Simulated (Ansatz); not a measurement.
**FHInO radical: how energies converge with the basis set**

One table from this session's results is given with a row withheld; the runs are named, their logs left out.

Method: one geometry, several basis sets; program: Ansatz 0.2.0, Gaussian basis.

Levels to be run: PBE0-D4/def2-SVP; ωB97M-V/def2-SVP; PBE0-D4/def2-QZVPP; ωB97M-V/def2-QZVPP; the functionals' def2-TZVPP values are taken from earlier runs.

## Structure used throughout

The geometry comes from an earlier relaxation with PBE0-D4 in a triple-zeta def2 set; it is a stationary point. In takes the def2 core potential; no spin-orbit term is included.

SMILES `[OH][In][F]`, 4 atoms, charge 0, spin multiplicity 2.

Atoms are counted from 1 here; the program's logs count them from 0.

Bond lengths: O1–In2 2.005 Å, O1–H4 0.962 Å, In2–F3 1.960 Å. Angles: In2–O1–H4 112.6°, O1–In2–F3 114.8°.

Set-up of the first run:

The input, in.yaml:

```yaml
crystal:
  periodic: [false, false, false]
  atoms:
    - {symbol: O, position_ang: [-0.913546, -0.299303, 0.589460]}
    - {symbol: In, position_ang: [0.734869, -0.182833, -0.546554]}
    - {symbol: F, position_ang: [1.491806, 1.617730, -0.713368]}
    - {symbol: H, position_ang: [-1.257630, -1.195894, 0.650063]}
basis:
  gaussian: {orbitals: def2-SVP}
magnetization: {spin_polarized: true, initial_magnetization: 1}
hamiltonian: {xc: pbe0, dispersion: d4}
output: {orbitals: {seedname: orbitals}}
```

On the command line:

```console
ansatz run in.yaml --threads 2 --pin off --events-out ev --progress --plain --max-ram 22528MiB --backend cpu
```

Steps of the session up to this table: PBE0-D4 in def2-SVP; ωB97M-V in def2-SVP; PBE0-D4 in def2-QZVPP; ωB97M-V in def2-QZVPP.

One of the session's tables, all rows but one given; the rest of the session is left out.

It belongs to the step «Functionals by basis». 

```
functional       basis  HOMO (eV)  LUMO (eV)
   PBE0-D4    def2-SVP      -6.85      -3.89
   PBE0-D4  def2-TZVPP      -7.02      -4.05
   PBE0-D4  def2-QZVPP      -7.05      -4.11
   ωB97M-V    def2-SVP      -8.92      -2.15
   ωB97M-V  def2-TZVPP          ?          ?
   ωB97M-V  def2-QZVPP      -9.16      -2.44
```

Q: Estimate the row for ωB97M-V, def2-TZVPP from the others.

As computed: HOMO (eV): -9.11; LUMO (eV): -2.34. In the column «HOMO (eV)» it lies between ωB97M-V, def2-QZVPP (-9.16) and ωB97M-V, def2-SVP (-8.92).
